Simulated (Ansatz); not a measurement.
# SiB4C: a trial structure relaxed, part 2 of 2

Aim: relax a trial structure of SiB4C and see where it ends.

Ansatz 0.2.0; DFT PBE, scalar-relativistic, plane waves, PAW. Earlier steps stand in the parts before.

## 5. Spin check on a coarse mesh

Contents of input.yaml:

```yaml
crystal:
  lattice:
    - [2.9554674888, 0.0, 0.0]
    - [-1.4777337444, 2.5595099253, 0.0]
    - [0.0, 0.0, 6.2508700376]
  atoms:
    - { symbol: Si, position: [0.0, 0.0, 0.5] }
    - { symbol: B, position: [0.3333333333, 0.6666666667, 0.7578810911] }
    - { symbol: B, position: [0.3333333333, 0.6666666667, 0.2421189089] }
    - { symbol: B, position: [0.6666666667, 0.3333333333, 0.7578810911] }
    - { symbol: B, position: [0.6666666667, 0.3333333333, 0.2421189089] }
    - { symbol: C, position: [0.0, 0.0, 0.0], spin: 1.0 }
basis:
  ecutwfc: 420
kpoints:
  mp_grid: { grid: [6, 6, 4] }
hamiltonian:
  xc: pbe
scf:
  occupations: { method: gaussian, width: 0.1 }
  lower_state_search: "off"
output:
  forces: true
  stress: true
  eigenvalues: true
  populations: true
magnetization:
  spin_polarized: true
```

Run with:

```bash
> ansatz run input.yaml --threads 1 --pin off --max-ram 2560MiB --backend cpu --events-out ev --progress --plain --runs-dir out
```

The log of the run (excerpt; [...] marks lines left out):

```text
[...]
SCF converged after 17 iterations
Magnetization: -0.0000 μB (10.0000 up, 10.0000 down)
Absolute magnetization: 0.0000 μB (∫|ρ↑−ρ↓|, with the PAW one-centre terms)
Spin contamination: 0.0000 ħ² per cell (⟨S²⟩ above its minimum at these occupations)
Per-site moments (μB) at R_I (Å): [(-4.241362553039862e-7, 0.9682842777553778), (-1.0555320667377651e-7, 0.7038652294657226), (-1.0555320668092795e-7, 0.7038652294657226), (-1.0555320668283435e-7, 0.7038652294657226), (-1.0555320667865079e-7, 0.7038652294657226), (-2.459895860974004e-8, [...]
Free energy (F): -1502.736051 eV
[...]
E sigma→0 (E₀):  -1502.731527 eV
Entropy (-TS):   -0.009048 eV (-1.508 meV/atom)
Fermi energy:    11.135838 eV
[...]
--- Forces (eV/Å), atoms counted from 1 ---
  atom   1  Si    -0.00000000     0.00000000     0.00000000
  atom   2  B     -0.00000000    -0.00000000     0.00750742
  atom   3  B      0.00000000    -0.00000000    -0.00750742
  atom   4  B      0.00000000     0.00000000     0.00750742
  atom   5  B     -0.00000000     0.00000000    -0.00750742
  atom   6  C      0.00000000    -0.00000000     0.00000000
[...]
--- Stress (GPa, compression-positive) ---
        0.242389       0.000000       0.000000
       -0.000000       0.242389       0.000000
        0.000000       0.000000      -0.025107
  P = ⅓ Tr σ = 0.1532 GPa (1.532 kbar)
--- Band table (eV; the first three rows and the last of 42) ---
  k-point 0 ↑: bands = ["-5.4073", "-2.3622", "-1.8892", "5.9918", "8.7830", "10.2138", "10.2138", "10.9084", "10.9084", "11.4620", "11.4620", "15.3936", "15.3936", "16.2818", "16.3089", "16.7937", "16.7937"]
[...]
--- Löwdin populations: 6 sites ---
  site symbol       q [e]    m [muB]
     0     Si      2.9413    -0.0000
     1      B      3.2227    -0.0000
     2      B      3.2227    -0.0000
     3      B      3.2227    -0.0000
     4      B      3.2227    -0.0000
     5      C      3.9978     0.0000
  spilling = 0.008508 (of n_electrons = 20.000000)
```

Wall time 3.2 s (1 thread of Intel Xeon 6975P-C (Granite Rapids), shared host); peak memory 0.35 GiB.

Per atom:

```tsv
atom	Löwdin electrons
Si1	2.94
B2	3.22
B3	3.22
B4	3.22
B5	3.22
C6	4.00
```

The Löwdin counts miss 0.17 of the 20 electrons, which the atomic orbitals do not span, so they are no charges.

The same cell is solved with trial moments on C. The largest site moment that stays is 0.00 μB and the cell's total 0.00 μB. The workflow keeps spin only above 0.25 μB on a site, so the next run goes without spin.

## 6. Final relaxation

The end of the coarse run is made exact in the group found at a tolerance of 0.06 Å and reduced to its primitive cell.

input.yaml, as its differences from that of step 5:

```diff
@@ -11,3 +11,3 @@
     - { symbol: B, position: [0.6666666667, 0.3333333333, 0.2421189089] }
-    - { symbol: C, position: [0.0, 0.0, 0.0], spin: 1.0 }
+    - { symbol: C, position: [0.0, 0.0, 0.0] }
 basis:
@@ -15,3 +15,3 @@
 kpoints:
-  mp_grid: { grid: [6, 6, 4] }
+  mp_grid: { grid: [12, 12, 6] }
 hamiltonian:
@@ -20,3 +20,2 @@
   occupations: { method: gaussian, width: 0.1 }
-  lower_state_search: "off"
 output:
@@ -25,4 +24,10 @@
   eigenvalues: true
-  populations: true
-magnetization:
-  spin_polarized: true
+  write_density: true
+  write_potential: true
+  elf: true
+  volumetric_format: npy
+relax:
+  adjacent_minimum: "off"
+  f_tol: 0.01
+  max_steps: 80
+  cell: { stress_tol: 0.05 }
```

Run with:

```bash
> ansatz run input.yaml --threads 1 --pin off --max-ram 2560MiB --backend cpu --events-out ev --progress --plain --runs-dir out
```

The log of the run:

```text
Warning: RAYON_NUM_THREADS=1 ignored (pool sized by the plan → 1); use --threads N
[... 10 set-up lines as earlier in the session ...]
Crystal: 6 atoms, lattice volume = 47.285 Å³
Basis set: ecut = 420 eV, 921 PW (Γ), exchange–correlation on 40×40×90 points (8 copies of the dense FFT grid, shifted against one another)
Bands: 16, of which v1, the nominal top of the filled ones, is band 10 counted from 1 (9 counted from 0)
[... 1 set-up line as earlier in the session ...]
Space group: P6/mmm (ITA 191), of the structure as read, at distance tolerance 3.6e-5 Å
k-points: 76 of 864
[... 10 set-up lines as earlier in the session ...]
SCF iter   1: F=—  HF=-1502.743796 eV  |F-HF|=—  |Δ(HF+E_count)|=         —  Δρ=5.13e-3  dr2=1.18e-2  ethr=1.77e-3  ⟨swp⟩=5.4  Hψ=6886  notcnv=0
preconditioner: auto → none  [metal: Δε(μ)=0.057 eV  Ē_g=10.148 eV  σ=0.100 eV  W_gap=0.31  n_scr=4 (ndim 8)  ℏωp=24.1 eV  f_vac=0.000  D(μ)=1.23/eV (n_scr^D=4)  sad-step TF]
SCF iter   2: F=—  HF=-1502.743568 eV  |F-HF|=—  |Δ(HF+E_count)|=   2.28e-4  Δρ=3.16e-3  dr2=4.95e-3  ethr=5.88e-5  ⟨swp⟩=1.0  Hψ=1828  notcnv=0
SCF iter   3: F=—  HF=-1502.742790 eV  |F-HF|=—  |Δ(HF+E_count)|=   7.78e-4  Δρ=5.09e-4  dr2=6.26e-4  ethr=2.48e-5  ⟨swp⟩=2.3  Hψ=1856  notcnv=0
SCF iter   4: F=—  HF=-1502.742698 eV  |F-HF|=—  |Δ(HF+E_count)|=   9.24e-5  Δρ=2.00e-4  dr2=1.49e-5  ethr=3.13e-6  ⟨swp⟩=2.3  Hψ=1477  notcnv=0
SCF iter   5: F=—  HF=-1502.742686 eV  |F-HF|=—  |Δ(HF+E_count)|=   1.15e-5  Δρ=4.04e-5  dr2=7.51e-7  ethr=7.44e-8  ⟨swp⟩=2.5  Hψ=1829  notcnv=0
SCF iter   6: F=-1502.742687 eV  HF=-1502.742687 eV  |F-HF|=1.36e-8  |Δ(HF+E_count)|=   2.47e-7  Δρ=5.64e-6  dr2=2.51e-8  ethr=5.00e-10  ⟨swp⟩=11.4  Hψ=8452  notcnv=0
SCF 1 converged in 6 iterations: F = -1502.742687 eV  dr2 = 2.51e-8
relax step   1: F+E_penalty+E_count = -1502.74268653 eV  Δ(F+E_penalty+E_count) = +0.000e0 eV  max|allowed force component| = 6.196e-2 eV/Å  Δτ_max = 0.0000 Å  P = +2.057 GPa  Ω = 47.285 Å³  (6 SCF iters, dr2 threshold 1.00e-7 eV, accepted)
Crystal: 6 atoms, lattice volume = 47.623 Å³
[... 2 set-up lines as earlier in the session ...]
iter 1 solved again at ethr=2.71e-6 eV; its pass at ethr=3.10e-3 eV (dr2=5.42e-4 eV) is discarded
SCF iter   1: F=—  HF=-1502.746764 eV  |F-HF|=—  |Δ(HF+E_count)|=         —  Δρ=1.04e-3  dr2=5.50e-4  ethr=2.71e-6  ⟨swp⟩=2.7  Hψ=7461  notcnv=0
preconditioner: auto → none  [metal: Δε(μ)=0.045 eV  Ē_g=10.091 eV  σ=0.100 eV  W_gap=0.25  n_scr=4 (ndim 8)  ℏωp=24.1 eV  f_vac=0.000  D(μ)=1.28/eV (n_scr^D=4)]
SCF iter   2: F=—  HF=-1502.746600 eV  |F-HF|=—  |Δ(HF+E_count)|=   1.64e-4  Δρ=4.19e-4  dr2=1.19e-4  ethr=2.71e-6  ⟨swp⟩=2.5  Hψ=1829  notcnv=0
SCF iter   3: F=—  HF=-1502.746582 eV  |F-HF|=—  |Δ(HF+E_count)|=   1.73e-5  Δρ=1.70e-4  dr2=1.14e-5  ethr=5.96e-7  ⟨swp⟩=2.4  Hψ=1642  notcnv=0
iter 4 did not close the SCF: its close was put off for the readings that it lacked (scf_convergence_deferred on its scf_iter line)
SCF iter   4: F=-1502.746582 eV  HF=-1502.746582 eV  |F-HF|=5.82e-8  |Δ(HF+E_count)|=   7.06e-7  Δρ=3.63e-5  dr2=3.03e-7  ethr=5.71e-8  ⟨swp⟩=2.2  Hψ=1934  notcnv=0
iter 5 did not close the SCF: its close was put off for the readings that it lacked (scf_convergence_deferred on its scf_iter line)
SCF iter   5: F=-1502.746582 eV  HF=-1502.746582 eV  |F-HF|=2.83e-10  |Δ(HF+E_count)|=   9.48e-8  Δρ=1.95e-6  dr2=1.02e-9  ethr=1.52e-9  ⟨swp⟩=1.8  Hψ=1800  notcnv=0
SCF iter   6: F=-1502.746582 eV  HF=-1502.746582 eV  |F-HF|=6.82e-13  |Δ(HF+E_count)|=  4.09e-10  Δρ=3.76e-7  dr2=4.26e-11  ethr=5.12e-12  ⟨swp⟩=4.6  Hψ=6375  notcnv=0
SCF 2 converged in 6 iterations: F = -1502.746582 eV  dr2 = 4.26e-11
relax step   2: F+E_penalty+E_count = -1502.74658164 eV  Δ(F+E_penalty+E_count) = -3.895e-3 eV  max|allowed force component| = 4.343e-2 eV/Å  Δτ_max = 0.0021 Å  P = +1.200 GPa  Ω = 47.623 Å³  energy of the carried Pulay correction = -7.126e-4 eV  (6 SCF iters, dr2 threshold 6.00e-7 eV, accepted)
Crystal: 6 atoms, lattice volume = 48.007 Å³
iter 1 solved again at ethr=2.00e-5 eV; its pass at ethr=3.10e-3 eV (dr2=3.99e-3 eV) is discarded
SCF iter   1: F=—  HF=-1502.748912 eV  |F-HF|=—  |Δ(HF+E_count)|=         —  Δρ=1.84e-3  dr2=3.99e-3  ethr=2.00e-5  ⟨swp⟩=1.1  Hψ=6753  notcnv=0
preconditioner: auto → none  [metal: Δε(μ)=0.038 eV  Ē_g=10.027 eV  σ=0.100 eV  W_gap=0.21  n_scr=4 (ndim 8)  ℏωp=24.0 eV  f_vac=0.000  D(μ)=1.34/eV (n_scr^D=4)]
SCF iter   2: F=—  HF=-1502.748168 eV  |F-HF|=—  |Δ(HF+E_count)|=   7.43e-4  Δρ=7.43e-4  dr2=4.36e-4  ethr=1.99e-5  ⟨swp⟩=2.3  Hψ=1545  notcnv=0
SCF iter   3: F=—  HF=-1502.748058 eV  |F-HF|=—  |Δ(HF+E_count)|=   1.10e-4  Δρ=3.42e-4  dr2=1.09e-4  ethr=2.18e-6  ⟨swp⟩=2.4  Hψ=1720  notcnv=0
SCF iter   4: F=—  HF=-1502.748042 eV  |F-HF|=—  |Δ(HF+E_count)|=   1.62e-5  Δρ=6.89e-5  dr2=2.88e-6  ethr=5.46e-7  ⟨swp⟩=1.7  Hψ=1447  notcnv=0
iter 5 did not close the SCF: its close was put off for the readings that it lacked (scf_convergence_deferred on its scf_iter line)
SCF iter   5: F=-1502.748042 eV  HF=-1502.748042 eV  |F-HF|=1.88e-9  |Δ(HF+E_count)|=   4.85e-8  Δρ=6.45e-6  dr2=1.23e-8  ethr=1.44e-8  ⟨swp⟩=2.0  Hψ=1696  notcnv=0
SCF iter   6: F=-1502.748042 eV  HF=-1502.748042 eV  |F-HF|=2.89e-10  |Δ(HF+E_count)|=   7.26e-9  Δρ=1.05e-6  dr2=6.34e-10  ethr=6.16e-11  ⟨swp⟩=5.6  Hψ=7174  notcnv=0
SCF 3 converged in 6 iterations: F = -1502.748042 eV  dr2 = 6.34e-10
relax step   3: F+E_penalty+E_count = -1502.74804181 eV  Δ(F+E_penalty+E_count) = -1.460e-3 eV  max|allowed force component| = 8.999e-3 eV/Å  Δτ_max = 0.0069 Å  P = +0.038 GPa  Ω = 48.007 Å³  energy of the carried Pulay correction = -1.517e-3 eV  (6 SCF iters, dr2 threshold 6.00e-7 eV, accepted)
[... 11 lines left out ...]
relax step   4: F+E_penalty+E_count = -1502.74803380 eV  Δ(F+E_penalty+E_count) = +8.014e-6 eV  max|allowed force component| = 1.270e-3 eV/Å  Δτ_max = 0.0017 Å  P = +0.004 GPa  Ω = 48.036 Å³  energy of the carried Pulay correction = -1.577e-3 eV  (6 SCF iters, accepted)
[... 11 lines left out ...]
relax step   5: F+E_penalty+E_count = -1502.74969263 eV  Δ(F+E_penalty+E_count) = -1.659e-3 eV  max|allowed force component| = 1.473e-3 eV/Å  Δτ_max = 0.0000 Å  P = +0.052 GPa  Ω = 48.036 Å³  stress off target by 5.67e-2 GPa  SCF on the basis re-selected at this cell (its energy is not comparable with the rows above)  (6 SCF iters)
[... 13 lines left out ...]
relax step   6: F+E_penalty+E_count = -1502.74966187 eV  Δ(F+E_penalty+E_count) = +3.077e-5 eV  max|allowed force component| = 6.672e-6 eV/Å  Δτ_max = 0.0003 Å  P = +0.002 GPa  Ω = 48.053 Å³  energy of the carried Pulay correction = -3.443e-5 eV  (6 SCF iters, accepted)
iter 1 solved again at ethr=5.26e-7 eV; its pass at ethr=3.10e-3 eV (dr2=1.05e-4 eV) is discarded
SCF iter   1: F=—  HF=-1502.749729 eV  |F-HF|=—  |Δ(HF+E_count)|=         —  Δρ=2.36e-6  dr2=1.34e-9  ethr=5.26e-7  ⟨swp⟩=2.9  Hψ=9598  notcnv=0
eigensolver tolerance schedule: the retry pair's looser diagonalisation over-reported the residual by 78656.98 of it (diagonalisation noise at an unbounded share of the residual, at the tolerance the schedule requests for it); recorded, not acted on — ethr = c·dr2/N_el stays at c = 1.0e-1
SCF iter   2: F=—  HF=-1502.749715 eV  |F-HF|=—  |Δ(HF+E_count)|=   1.45e-5  Δρ=1.33e-6  dr2=7.58e-10  ethr=6.68e-12  ⟨swp⟩=3.3  Hψ=2755  notcnv=0
SCF iter   3: F=—  HF=-1502.749715 eV  |F-HF|=—  |Δ(HF+E_count)|=  4.80e-11  Δρ=9.15e-7  dr2=1.17e-10  ethr=3.79e-12  ⟨swp⟩=1.1  Hψ=1237  notcnv=0
iter 4 did not close the SCF: its close was put off for the readings that it lacked (scf_convergence_deferred on its scf_iter line)
SCF iter   4: F=-1502.749715 eV  HF=-1502.749715 eV  |F-HF|=1.09e-11  |Δ(HF+E_count)|=  1.78e-10  Δρ=1.65e-7  dr2=1.94e-11  ethr=1.00e-12  ⟨swp⟩=2.0  Hψ=1973  notcnv=0
iter 5 did not close the SCF: its close was put off for the readings that it lacked (scf_convergence_deferred on its scf_iter line)
SCF iter   5: F=-1502.749715 eV  HF=-1502.749715 eV  |F-HF|=2.96e-12  |Δ(HF+E_count)|=  1.82e-12  Δρ=7.41e-8  dr2=4.66e-12  ethr=1.00e-12  ⟨swp⟩=1.0  Hψ=1216  notcnv=0
iter 6 did not close the SCF: its close was put off for the readings that it lacked (scf_convergence_deferred on its scf_iter line)
SCF iter   6: F=-1502.749715 eV  HF=-1502.749715 eV  |F-HF|=2.27e-13  |Δ(HF+E_count)|=  6.82e-13  Δρ=2.96e-8  dr2=5.55e-13  ethr=1.00e-12  ⟨swp⟩=1.0  Hψ=1216  notcnv=0
iter 7 did not close the SCF: its close was put off for the readings that it lacked (scf_convergence_deferred on its scf_iter line)
SCF iter   7: F=-1502.749715 eV  HF=-1502.749715 eV  |F-HF|=4.55e-13  |Δ(HF+E_count)|=  6.82e-13  Δρ=1.25e-8  dr2=1.31e-13  ethr=1.00e-12  ⟨swp⟩=1.0  Hψ=1216  notcnv=0
SCF iter   8: F=-1502.749715 eV  HF=-1502.749715 eV  |F-HF|=4.55e-13  |Δ(HF+E_count)|=  9.09e-13  Δρ=4.65e-9  dr2=1.45e-14  ethr=1.00e-12  ⟨swp⟩=3.2  Hψ=4140  notcnv=0
SCF 7 converged in 8 iterations: F = -1502.749715 eV  dr2 = 1.45e-14
relax step   7: F+E_penalty+E_count = -1502.74971500 eV  Δ(F+E_penalty+E_count) = -5.314e-5 eV  max|allowed force component| = 4.138e-6 eV/Å  Δτ_max = 0.0000 Å  P = +0.003 GPa  Ω = 48.053 Å³  stress off target by 3.28e-3 GPa  SCF on the basis re-selected at this cell (its energy is not comparable with the rows above)  (8 SCF iters)
basis re-selected at this cell: Δ(F+E_penalty+E_count) = -5.314e-5 eV, ΔP = +0.001 GPa vs the last step (what re-selecting the basis moved, of the pressure what is left beyond the Pulay correction that the steps carried, after the strain that the cell walked since its last selection, with what the two solves' SCF thresholds leave and, on support functions, any second-order correction that the steps lacked; it is no measure of the basis error at this ecutwfc). This SCF's stress stands 3.28e-3 GPa from its target on what of the cell is left free (relax.cell.stress_tol is 5.00e-2 GPa) and its largest allowed force component is 4.14e-6 eV/Å (relax.f_tol is 1.00e-2 eV/Å): within both
SCF converged after 8 iterations
Free energy (F): -1502.749715 eV
Harris-Foulkes:  -1502.749715 eV  (|F-HF|=4.55e-13)
Internal energy: -1502.742934 eV  (E = F + TS)
E sigma→0 (E₀):  -1502.746324 eV
Entropy (-TS):   -0.006781 eV (-1.130 meV/atom)
Fermi energy:    11.118953 eV
--- Per-component energies (eV) ---
  E_band       = 86.534953
  E_kinetic    = 313.705203
  E_local      = -109.350131  (includes V_loc(G=0)·N_el)
  E_nonlocal   = 100.551351
  E_hartree    = 28.029763
  E_xc         = -230.931574
  E_vxc        = -257.864499  (∫ρ·V_xc dr)
  E_paw        = -923.604108  (= ΣΔE_a)
  E_vpaw       = -16.566493  (= ΣTr[D̂ρ^β])
  E_aug_tail   = -0.000003  (compensation charges beyond the density's cutoff)
  E_ewald      = -681.143435
  E_smearing   = -0.006781  (= −TS)
  E_closure    = 0.000000  (closes the sum)
  Σ components = -1502.749715   (vs F -1502.749715, Δ=0.00e0)
--- Forces (eV/Å), atoms counted from 1 ---
  atom   1  Si     0.00000000    -0.00000000     0.00000000
  atom   2  B     -0.00000000    -0.00000000     0.00000414
  atom   3  B      0.00000000    -0.00000000    -0.00000414
  atom   4  B     -0.00000000     0.00000000     0.00000414
  atom   5  B     -0.00000000     0.00000000    -0.00000414
  atom   6  C     -0.00000000     0.00000000     0.00000000
  max |Σ_I F_I| component: 1.85e-17 eV/Å
--- Stress (GPa, compression-positive) ---
        0.002628      -0.000000       0.000000
       -0.000000       0.002628       0.000000
        0.000000       0.000000       0.003283
  P = ⅓ Tr σ = 0.0028 GPa (0.028 kbar)
--- Band table (eV; the first three rows and the last of 76) ---
  k-point 0: bands = ["-5.4569", "-2.4856", "-2.0316", "5.7324", "8.3538", "10.0737", "10.0737", "10.7203", "10.7203", "11.2297", "11.2297", "15.2717", "15.2717", "15.8265", "15.9744", "16.6538"]
  k-point 1: bands = ["-5.3685", "-3.2456", "-1.1114", "4.8027", "9.3221", "10.1098", "10.1098", "10.6748", "10.6748", "11.2490", "11.2490", "14.9900", "14.9900", "15.0231", "16.6723", "17.0773"]
  k-point 2: bands = ["-5.1054", "-4.0245", "0.1303", "3.2888", "10.2068", "10.2068", "10.5585", "10.5585", "10.9187", "11.2894", "11.2894", "13.9843", "14.6156", "14.6156", "17.3402", "17.8059"]
  k-point 75: bands = ["0.0514", "1.3762", "1.7141", "1.7141", "2.1202", "2.1202", "6.2473", "8.0187", "8.0187", "8.1201", "8.8011", "8.8011", "14.7656", "16.9828", "16.9828", "17.0753"]
--- Relaxed structure (5 steps of the walk, 5 accepted, 2 SCFs on fresh bases) ---
  F+E_penalty+E_count = -1502.74971500 eV   max|allowed force component| = 4.138e-6 eV/Å   (the final SCF, on the basis selected at the relaxed cell)
  cell:  # Å, volume = 48.0526 Å³
    - [2.9626501620876726, -6.715644850394691e-33, -7.345684900144837e-34]
    - [-1.4813250810438363, 2.5657303028940093, 6.508529459694122e-19]
    - [-1.5536263492157727e-33, 1.5895219387826773e-18, 6.321581391634802]
  atoms:
    - { symbol: Si, position: [-1.2037062152420224e-34, 0.0, 0.5] }
    - { symbol: B, position: [0.3333333333333333, 0.6666666666666666, 0.7596390109709295] }
    - { symbol: B, position: [0.3333333333333333, 0.6666666666666666, 0.2403609890290706] }
    - { symbol: B, position: [0.6666666666666666, 0.3333333333333333, 0.7596390109709295] }
    - { symbol: B, position: [0.6666666666666666, 0.3333333333333333, 0.2403609890290706] }
    - { symbol: C, position: [-1.3644220021284954e-34, -6.401139092548139e-35, 1.7344820256441935e-20] }
```

It took 22 s on 1 thread of Intel Xeon 6975P-C (Granite Rapids), shared host; peak memory 0.4 GiB.

The steps of the relaxation:

| step | energy from step 1 (eV/cell) | largest force component (eV/Å) | pressure (GPa) | volume (Å³) |
| --- | --- | --- | --- | --- |
| 1 | 0.0000 | 0.0620 | 2.06 | 47.29 |
| 2 | -0.0039 | 0.0434 | 1.20 | 47.62 |
| 3 | -0.0054 | 0.0090 | 0.04 | 48.01 |
| 4 | -0.0053 | 0.0013 | 0.00 | 48.04 |
| 5 | -0.0070 | 0.0015 | 0.05 | 48.04 |
| 6 | -0.0070 | 0.0000 | 0.00 | 48.05 |
| 7 | -0.0070 | 0.0000 | 0.00 | 48.05 |

Step 1 is the start. Steps 5, 7 each repeat the geometry before them on a plane-wave basis chosen anew, so the energy can jump there without any move.

|  | before | after | change |
| --- | --- | --- | --- |
| a (Å) | 2.955 | 2.963 | +0.2 % |
| b (Å) | 2.955 | 2.963 | +0.2 % |
| c (Å) | 6.251 | 6.322 | +1.1 % |
| volume (Å³/atom) | 7.88 | 8.01 | +1.6 % |
| shortest distance (Å) | 1.706 | 1.710 | +0.2 % |
| space group (0.01 Å) | P6/mmm | P6/mmm | same |

Forces and stress were held to the start's 24 operations: a distortion of lower symmetry was not tested.

Density in a lattice plane of the grid's cell (edges 2.96 and 6.32 Å, at 1.000 of the third edge), which holds Si and C.

Values in e/Å³, 12 rows by 6 columns:
```
1.12 0.74 0.30 0.22 0.30 0.74
0.26 0.28 0.42 0.56 0.42 0.28
0.13 0.23 0.56 0.88 0.56 0.23
0.25 0.31 0.43 0.53 0.43 0.31
0.25 0.37 0.34 0.28 0.34 0.37
0.05 0.26 0.32 0.22 0.32 0.26
0.25 0.37 0.34 0.28 0.34 0.37
0.25 0.31 0.43 0.53 0.43 0.31
0.13 0.23 0.56 0.88 0.56 0.23
0.26 0.28 0.42 0.56 0.42 0.28
1.12 0.74 0.30 0.22 0.30 0.74
1.36 1.25 0.31 0.14 0.31 1.25
```
Columns run along the first of these edges and rows up along the second, over one cell in 6 and 12 even steps from the bottom left corner. Atoms in the plane (fractional): Si at (1.00, 0.50), C at (1.00, 0.00).

ELF in the same plane.

Ten even steps from ' ' (0.04) to '@' (0.91):
```
==**%%##==......==##%%**
######++----==----++####
--------++##%%##++------
    ..==##@@@@@@##==..  
    ..==%%@@@@@@%%==..  
  ..::==##%%@@%%##==::..
----==++**######**++==--
::==****++++==++++****==
----==**++==--==++**==--
##==--++++--::--++++--==
----==**++==--==++**==--
::==****++++==++++****==
----==++**######**++==--
  ..::==##%%@@%%##==::..
    ..==%%@@@@@@%%==..  
    ..==##@@@@@@##==..  
--------++##%%##++------
######++----==----++####
==**%%##==......==##%%**
  --%%%%++..  ..++%%%%--
```
Columns run along the first of these edges and rows up along the second, over one cell in 12 and 20 even steps from the bottom left corner. Atoms in the plane (fractional): Si at (1.00, 0.50), C at (1.00, 0.00).

Both are smooth fields of the valence electrons: close to the nuclei they are not physical.

The highest ELF values outside the cores: 0.91 on the B–B line, 0.9 Å from B; 0.82 beside C, off the lines to its neighbours, 0.6 Å from C; 0.64 on the Si–B line, 0.9 Å from Si.

## 7. Results

What follows sums up all 2 parts. Changes of volume or cell count from the first structure of part 1.

| quantity | value |
| --- | --- |
| symmetry at the end (tolerance 0.05 Å) | space group P6/mmm (No. 191) |
| conventional cell | a = 2.963 Å, b = 2.963 Å, c = 6.322 Å, α = 90.00°, β = 90.00°, γ = 120.00° |
| volume | 8.01 Å³/atom |
| energy over the elements | +1.28 eV/atom |
| gap on the mesh | none (metal) |

What this shows: The space group P6/mmm (No. 191) is kept, and the volume per atom shrinks by 4.3 % from the first guess. The formation energy is positive, so the separate elements lie lower. No finished test with a distortion of lower symmetry is shown, so the end may be a saddle point. Other magnetic orders were not searched.
